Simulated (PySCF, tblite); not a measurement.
# C5H7NSSi: geometry, infrared bands and NMR shifts

Wanted: the infrared bands and NMR shifts of C5H7NSSi (`N#C[Si@@H]1C=CCCS1`), by calculation.

The runs use tblite 0.8.0 and PySCF 2.14.0, with density-fitted response routines of our own; the level of theory stands in each step. All values are computed, except where a source is named. Atoms count from 0, in the outputs and in this text.

## Step 1: The starting structure

15 atoms, charge 0, multiplicity 1; geometry from: force field or distance geometry start.

Bonds of the start (Å): N0–C1 1.16, C1–Si2 1.77, Si2–C3 1.86, C3–C4 1.35, C4–C5 1.49, C5–C6 1.51, C6–S7 1.85, S7–Si2 2.18, Si2–H8 1.47, C3–H9 1.08, C4–H10 1.09, C5–H11 1.12, C5–H12 1.14, C6–H13 1.13, C6–H14 1.10.

## Step 2: Optimising the geometry with GFN2-xTB

The job: settings as JSON, then the geometry in Å.

```
{"job": {"kind": "relax", "xc": "GFN2-xTB", "basis": "xTB"}, "charge": 0, "multiplicity": 1}
N      4.137200     0.384900     1.164100
C      2.984400     0.251200     1.067400
Si     1.231200     0.030600     0.915500
C      0.748700    -1.175800    -0.410500
C     -0.546200    -1.122900    -0.781500
C     -1.503200    -0.145600    -0.195800
C     -1.235500     1.296700    -0.565200
S      0.360800     1.880900     0.156500
H      0.558400    -0.399700     2.154000
H      1.440700    -1.890500    -0.825800
H     -0.940600    -1.787400    -1.554500
H     -2.558600    -0.449800    -0.418200
H     -1.388300    -0.271300     0.927700
H     -1.993400     1.914500    -0.006400
H     -1.299900     1.492400    -1.649200
```

Launch:

```sh
$ OMP_NUM_THREADS=1 python probes_run.py task.json out
```

This one command runs all jobs of the session in turn.

**Question.** This job is followed by: GFN2-xTB harmonic vibrations, gas phase; GIAO PBE0/pcSseg-1 NMR shielding, non-relativistic, gas phase. What will the session give for the following? strongest single infrared mode (GFN2-xTB); zero-point energy (GFN2-xTB); 13C shifts against TMS (PBE0/pcSseg-1); 1H shifts against TMS (PBE0/pcSseg-1); 15N shifts against NH3 (PBE0/pcSseg-1); 29Si shifts against TMS (PBE0/pcSseg-1); 33S shifts against CS2 (PBE0/pcSseg-1).

**Answer**, as computed:

| quantity | value |
| --- | --- |
| strongest single infrared mode (GFN2-xTB) | 2338 cm⁻¹, 230 km/mol |
| zero-point energy (GFN2-xTB) | 66.6 kcal/mol |
| 13C shifts against TMS (PBE0/pcSseg-1) | 164.1, 124.4, 120.5, 33.9, 27.0 ppm |
| 1H shifts against TMS (PBE0/pcSseg-1) | 7.45, 5.89, 4.96, 2.90, 2.70, 2.51, 2.50 ppm |
| 15N shifts against NH3 (PBE0/pcSseg-1) | 360.7 ppm |
| 29Si shifts against TMS (PBE0/pcSseg-1) | -53.4 ppm |
| 33S shifts against CS2 (PBE0/pcSseg-1) | -143 ppm |

Relaxing lowered the energy by 0.457 eV in 123 steps; the close pair that moved most is C1–Si2, from 1.774 to 1.873 Å. No mode is imaginary among the 39: a minimum at this level. The strongest single mode, at 2338 cm⁻¹, moves mainly H8. Unscaled tight-binding wavenumbers are off by several per cent, some by more. Its intensities can rank the bands wrongly. At PBE0/pcSseg-1: Shielding is most anisotropic at N0 (span 570 ppm, paramagnetic term -430 ppm).
